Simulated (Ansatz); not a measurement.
Run this with Ansatz 0.2.0, Python API and show what comes out.

`md.py`
```python
"""Molecular dynamics of one CH5AlSe molecule."""

import ansatz as az
import numpy as np

BASIS_SET = "def2-SVP"
FUNCTIONAL = "hf"
N_STEPS = 30
TEMPERATURE_K = 300

GEOMETRY = """
C    -0.74590    0.89370   -0.46570
Al    0.81870   -0.10260    0.04250
Se    0.69730   -1.59490    1.90530
H    -0.49730    2.03440   -0.42240
H    -1.62580    0.68670    0.19490
H    -1.08390    0.69130   -1.51700
H     2.20270    0.06100   -0.78490
H     0.32640   -2.72670    0.99140
"""

mol = az.Crystal.molecule()
for line in GEOMETRY.strip().splitlines():
    symbol, *xyz = line.split()
    mol = mol.atom(symbol, [float(v) for v in xyz])

base = (
    mol.calculation()
    .basis(gaussian=BASIS_SET)
    .functional(FUNCTIONAL)
    .md("nve", timestep=1.0, steps=N_STEPS, temperature=TEMPERATURE_K, initial_velocities="maxwell_boltzmann", seed=13)
)
frames = []
base.session().plan().execute(on_event=lambda e: frames.append(e["data"]) if e["event"] == "md_step" else None)
print("t (fs)   E_pot (eV)      E_kin (eV)   T (K)   d(0-1) (A)")
for f in frames[::3]:
    xyz = np.array(f["positions_ang"])
    print(f"{f['time_fs']:6.2f} {f['lagrangian_ev']:14.5f} {f['e_kin_ev']:10.5f} {f['temperature_k']:8.1f} {np.linalg.norm(xyz[0] - xyz[1]):9.4f}")
kept = np.array([f["conserved_ev"] for f in frames])
print(f"conserved energy moves by at most {1000 * np.ptp(kept):.3f} meV")
symbols = [site.symbol for site in mol.cartesian_sites]
with open("last_frame.xyz", "w") as handle:
    handle.write(f"{len(symbols)}\nt = {frames[-1]['time_fs']} fs\n")
    handle.writelines("{:2s} {:10.5f} {:10.5f} {:10.5f}\n".format(s, *xyz) for s, xyz in zip(symbols, frames[-1]["positions_ang"]))
```

Output of `python md.py`:
```text
t (fs)   E_pot (eV)      E_kin (eV)   T (K)   d(0-1) (A)
  0.00   -72985.54626    0.23267    300.0    1.9232
  3.00   -72985.54815    0.23554    303.7    1.9581
  6.00   -72985.51871    0.20505    264.4    1.9878
  9.00   -72985.44903    0.13697    176.6    2.0094
 12.00   -72985.44490    0.13178    169.9    2.0293
 15.00   -72985.45351    0.13786    177.8    2.0372
 18.00   -72985.50208    0.18588    239.7    2.0288
 21.00   -72985.50009    0.18748    241.7    2.0155
 24.00   -72985.63067    0.31134    401.4    2.0004
 27.00   -72985.51951    0.21051    271.4    1.9751
 30.00   -72985.58549    0.26973    347.8    1.9429
conserved energy moves by at most 11.171 meV
```

File `last_frame.xyz` afterwards:
```text
8
t = 30.0 fs
C    -0.75346    0.91205   -0.49164
Al    0.81286   -0.09866    0.05601
Se    0.70417   -1.59817    1.90165
H    -0.62360    2.05903   -0.54424
H    -1.58146    0.68540    0.23688
H    -1.08031    0.61921   -1.51470
H     2.27150   -0.03036   -0.58863
H     0.04446   -2.65436    1.10617
```

What to keep in mind:
- These settings explore the input space; basis and method may be short of convergence.
- The trajectory is only some femtoseconds long, so its temperature is not equilibrated; where the script doesn't relax first, it starts from a rough generated geometry.
- The temperature counts the internal degrees of freedom alone.
- With hydrogen a step over 0.5 fs is long.
- Run time: 50 s on 1 thread of Arm Neoverse V1 (shared host), peak memory 0.24 GiB.

(Lines on the test bed's own set-up are left out of the output.)
